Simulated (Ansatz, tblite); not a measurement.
# InCl2(OH) (Cl₂HInO): rung by rung

How do method and basis change the picture of InCl2(OH) (Cl₂HInO) (singlet)?

The runs use Ansatz 0.2.0, Gaussian basis; as each input shows.

Plan: GFN1-xTB, GFN2-xTB, PBE-D4/def2-TZVP, r2SCAN-D4/def2-TZVP, CAM-B3LYP-D4/def2-TZVP, B3LYP-D4/def2-TZVP, r2SCAN0-D4/def2-TZVP, HSE06-D4/def2-TZVP, LC-ωPBE/def2-TZVP, HF/def2-TZVP, LDA/def2-TZVP, PBE-D4/def2-SVP, PBE0-D4/def2-SVP, PBE0-D4/def2-TZVPD, PBE-D4/def2-TZVPD, r2SCAN-D4/def2-TZVPD, CCSD(T)/def2-TZVPP, MP2/def2-TZVP, RPA/def2-TZVP.

2 further runs of the same task are left out: 2 set aside as unsound or not needed.

### 1 The relaxed structure

The singlet was relaxed beforehand with PBE0-D4/def2-SVP.

5 atoms, charge 0, spin multiplicity 1.

Bond lengths: In1–Cl2 2.319 Å, In1–Cl3 2.332 Å, In1–O4 1.978 Å, O4–H5 0.966 Å. Angles: Cl2–In1–Cl3 119.4°, Cl2–In1–O4 119.8°, Cl3–In1–O4 120.8°, In1–O4–H5 111.4°.

As a file:

```mol
Cl2HInO
  3D, bonds by distance, orders not assigned

  5  4  0  0  0  0  0  0  0  0999 V2000
    0.3120    0.2889   -0.0687 In  0  0
    2.5933    0.5529   -0.3900 Cl  0  0
   -1.0686    2.1688   -0.0736 Cl  0  0
   -0.4395   -1.5205    0.2056 O   0  0
   -1.3971   -1.4901    0.3267 H   0  0
  1  2  8  0
  1  3  8  0
  1  4  8  0
  4  5  8  0
M  END
```

In takes a core potential in the def2 sets. No spin-orbit coupling is included.

PBE0-D4/def2-TZVP was run before; its log isn't repeated, and its numbers join the tables.

### 2 GFN1-xTB

Tight binding, by tblite at 300 K electronic temperature and without a spin-polarisation term:

```python
tblite.interface.Calculator('GFN1-xTB', numbers, positions, charge=0, uhf=0).singlepoint()
```

Energy -417.4383 eV, HOMO -12.54 eV, LUMO -8.02 eV; 0.004 s.

### 3 GFN2-xTB

Tight binding, by tblite at 300 K electronic temperature and without a spin-polarisation term:

```python
tblite.interface.Calculator('GFN2-xTB', numbers, positions, charge=0, uhf=0).singlepoint()
```

Energy -408.1489 eV, HOMO -12.24 eV, LUMO -9.31 eV; 0.003 s.

### 4 PBE-D4/def2-TZVP

start.molden holds the orbitals of an earlier run on this state, given as this run's starting guess.

in.yaml reads:

```yaml
crystal:
  periodic: [false, false, false]
  atoms:
    - {symbol: In, position_ang: [0.311990, 0.288886, -0.068662]}
    - {symbol: Cl, position_ang: [2.593319, 0.552918, -0.390010]}
    - {symbol: Cl, position_ang: [-1.068635, 2.168756, -0.073569]}
    - {symbol: O, position_ang: [-0.439541, -1.520471, 0.205583]}
    - {symbol: H, position_ang: [-1.397133, -1.490099, 0.326657]}
basis:
  gaussian: {orbitals: def2-TZVP, initial_orbitals: start.molden}
hamiltonian: {xc: pbe, dispersion: d4}
scf: {omitted_lower_state_checks: [starts]}
output: {orbitals: {seedname: orbitals}}
```

Command:

```bash
> ansatz run in.yaml --threads 4 --pin off --events-out ev --progress --plain --max-ram 3916MiB
```

After this run come: r2SCAN-D4/def2-TZVP; CAM-B3LYP-D4/def2-TZVP; B3LYP-D4/def2-TZVP; r2SCAN0-D4/def2-TZVP; HSE06-D4/def2-TZVP; LC-ωPBE/def2-TZVP; HF/def2-TZVP; LDA/def2-TZVP; PBE-D4/def2-SVP; PBE0-D4/def2-SVP; PBE0-D4/def2-TZVPD; PBE-D4/def2-TZVPD; r2SCAN-D4/def2-TZVPD; CCSD(T)/def2-TZVPP; MP2/def2-TZVP; RPA/def2-TZVP.

**Question.** What will the summary of the whole plan be? Wanted: gap in def2-TZVP, named functionals and Hartree-Fock, smallest and largest; correlation energy, CCSD(T)/def2-TZVPP; correlation energy, MP2/def2-TZVP; binding an atom, CCSD(T)/def2-TZVPP; PBE0 total energy, smallest basis above largest.

The runs gave:

```
                                                                  quantity                            value
gap in def2-TZVP, named functionals and Hartree-Fock, smallest and largest     3.91 eV (LDA), 13.24 eV (HF)
                                    correlation energy, CCSD(T)/def2-TZVPP                        -25.89 eV
                                         correlation energy, MP2/def2-TZVP                        -24.00 eV
                                       binding an atom, CCSD(T)/def2-TZVPP                         2.871 eV
                           PBE0 total energy, smallest basis above largest  11.65 eV (def2-SVP, def2-TZVPD)
```

**Reading.** Orbital gaps of the named functionals and Hartree-Fock in def2-TZVP span 3.91 eV (LDA) to 13.24 eV (HF); exact exchange widens it. The functionals in def2-TZVP miss CCSD(T)/def2-TZVPP by -0.008 (B3LYP-D4) to +0.587 eV (LDA) an atom. CCSD(T)/def2-TZVPP isn't at the basis-set limit; small misses against it rank nothing.
